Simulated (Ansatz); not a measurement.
# Sn, space group Immm: cell relaxations under several functionals

Computed with Ansatz 0.2.0 through its Python package.

`sn.cif`
```cif
data_Sn
_cell_length_a 3.406075
_cell_length_b 3.406075
_cell_length_c 3.406075
_cell_angle_alpha 119.08490
_cell_angle_beta 117.16259
_cell_angle_gamma 93.28932
_symmetry_space_group_name_H-M 'P 1'
_symmetry_Int_Tables_number 1
loop_
_symmetry_equiv_pos_as_xyz
'x, y, z'
loop_
_atom_site_label
_atom_site_type_symbol
_atom_site_fract_x
_atom_site_fract_y
_atom_site_fract_z
Sn1 Sn    0.000000    0.000000    0.000000
```

At the Python prompt:
```pycon
>>> import ansatz as az
>>> from ase.io import read
>>> import numpy as np
>>> def edges_and_angles(cell):
...     cell = np.asarray(cell)
...     a, b, c = np.linalg.norm(cell, axis=1)
...     cosines = cell[1] @ cell[2] / (b * c), cell[0] @ cell[2] / (a * c), cell[0] @ cell[1] / (a * b)
...     return (a, b, c, *np.degrees(np.arccos(cosines)))
...
>>> atoms = read('sn.cif')
>>> xtal = az.Crystal.from_ase(atoms)
>>> base = xtal.calculation()
>>> base = base.basis(18 * az.Ha).kpoints(11)
>>> base = base.occupations('cold', width=0.1)
>>> base = base.relax(cell=True, force_tolerance=0.005)
>>> levels = [('pbesol', 'none'), ('pbesol', 'd3bj'), ('lda', 'none')]
>>> print('level            a       b       c    alpha   beta  gamma  V/atom  steps')
level            a       b       c    alpha   beta  gamma  V/atom  steps
>>> for name, dispersion in levels:
...     seen = []
...     run = base.functional(name, dispersion=dispersion).session().plan()
...     out = run.execute(on_event=lambda e: seen.append(e) if e['event'] == 'relax_step' else None)
...     cell = out.lattice.cell_ang
...     label = name if dispersion == 'none' else f'{name}+{dispersion}'
...     print('{:13s} {:7.4f} {:7.4f} {:7.4f} {:6.2f} {:6.2f} {:6.2f}'.format(label, *edges_and_angles(cell)), f'{abs(np.linalg.det(cell)) / len(out.lattice.sites):7.3f} {len(seen):5d}')
...
pbesol         3.3257  3.3257  3.3257 118.45 118.45  92.70  26.587     5
pbesol+d3bj    3.2742  3.2742  3.2742 118.35 118.35  92.89  25.406     5
lda            3.2973  3.2973  3.2973 118.44 118.42  92.75  25.919     5
```

From smallest to largest: PBEsol+D3BJ (25.41 Å³ an atom, -11.4 % against the start), LDA (25.92 Å³ an atom, -9.6 % against the start) and PBEsol (26.59 Å³ an atom, -7.3 % against the start). The spread is 4.6 % in volume.

Notes:
- Dispersion corrections can be off by several per cent in the lattices of metals, and by several GPa in the pressure at a fixed cell.
- The mesh is modest for a metal, so energies can be off by several to tens of meV an atom and pressures by half a GPa or more; differences at equal mesh fare better.
- Edges and angles are those of the cell as typed, here a primitive one, not of the conventional cell.
- The cell relaxed to the group I4/mmm; tensors and edges are in the axes of the typed cell.
- This isn't the structure that Sn takes at ambient conditions.
- The whole script took 44 s on 1 thread of Arm Neoverse V2, with other jobs on the host, peak memory 0.52 GiB.
